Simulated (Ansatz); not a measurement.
# Li: the cost of one run

Program: Ansatz 0.2.0. Level of theory: DFT PBEsol, plane waves, PAW, scalar-relativistic, no spin polarisation. These are calculated values, not measurements.

### 1 The starting structure

The cell holds 16 atoms (Li16): a = 7.313 Å, b = 7.313 Å, c = 7.313 Å, α = 90.00°, β = 90.00°, γ = 90.00°.

Structure file:

```cif
data_structure
_symmetry_space_group_name_H-M 'P 1'
_symmetry_Int_Tables_number 1
_cell_length_a 7.3129
_cell_length_b 7.3129
_cell_length_c 7.3129
_cell_angle_alpha 90.000
_cell_angle_beta 90.000
_cell_angle_gamma 90.000
_cell_volume 391.08
loop_
_atom_site_label
_atom_site_type_symbol
_atom_site_fract_x
_atom_site_fract_y
_atom_site_fract_z
_atom_site_occupancy
Li1 Li 0.00000 0.00000 0.00000 1
Li2 Li 0.50000 0.00000 0.00000 1
Li3 Li 0.00000 0.50000 0.00000 1
Li4 Li 0.00000 0.00000 0.50000 1
Li5 Li 0.25000 0.25000 0.25000 1
Li6 Li 0.50000 0.50000 0.00000 1
Li7 Li 0.50000 0.00000 0.50000 1
Li8 Li 0.75000 0.25000 0.25000 1
Li9 Li 0.00000 0.50000 0.50000 1
Li10 Li 0.25000 0.75000 0.25000 1
Li11 Li 0.25000 0.25000 0.75000 1
Li12 Li 0.50000 0.50000 0.50000 1
Li13 Li 0.75000 0.75000 0.25000 1
Li14 Li 0.75000 0.25000 0.75000 1
Li15 Li 0.25000 0.75000 0.75000 1
Li16 Li 0.75000 0.75000 0.75000 1
```

### 2 Run 1

250 steps of 1 fs under a Langevin thermostat at 1800 K.

input.yaml

```yaml
crystal:
  lattice:
    - [7.312873, 0.0, 0.0]
    - [0.0, 7.312873, 0.0]
    - [0.0, 0.0, 7.312873]
  atoms:
    - { symbol: Li, position: [0.0, 0.0, 0.0] }
    - { symbol: Li, position: [0.5, 0.0, 0.0] }
    - { symbol: Li, position: [0.0, 0.5, 0.0] }
    - { symbol: Li, position: [0.0, 0.0, 0.5] }
    - { symbol: Li, position: [0.25, 0.25, 0.25] }
    - { symbol: Li, position: [0.5, 0.5, 0.0] }
    - { symbol: Li, position: [0.5, 0.0, 0.5] }
    - { symbol: Li, position: [0.75, 0.25, 0.25] }
    - { symbol: Li, position: [0.0, 0.5, 0.5] }
    - { symbol: Li, position: [0.25, 0.75, 0.25] }
    - { symbol: Li, position: [0.25, 0.25, 0.75] }
    - { symbol: Li, position: [0.5, 0.5, 0.5] }
    - { symbol: Li, position: [0.75, 0.75, 0.25] }
    - { symbol: Li, position: [0.75, 0.25, 0.75] }
    - { symbol: Li, position: [0.25, 0.75, 0.75] }
    - { symbol: Li, position: [0.75, 0.75, 0.75] }
basis:
  ecutwfc: 420.0
kpoints:
  mp_grid: { grid: [2, 2, 2] }
hamiltonian:
  xc: pbesol
scf:
  occupations: { method: fermi_dirac, width: 0.16 }
  lower_state_search: "off"
md:
  timestep: 1
  n_steps: 250
  ensemble: nvt_langevin
  temperature: 1800.0
  initial_velocities: maxwell_boltzmann
  seed: 370879
  friction: 0.02
```

Launch:

```sh
> ansatz run input.yaml --threads 1 --pin off --max-ram 3072MiB --backend cpu --events-out ev --progress --plain --runs-dir out
```

Q: Estimate wall time and peak memory on 1 thread of Arm Neoverse V1, shared host.

About 18 min, with a peak of 0.53 GiB.
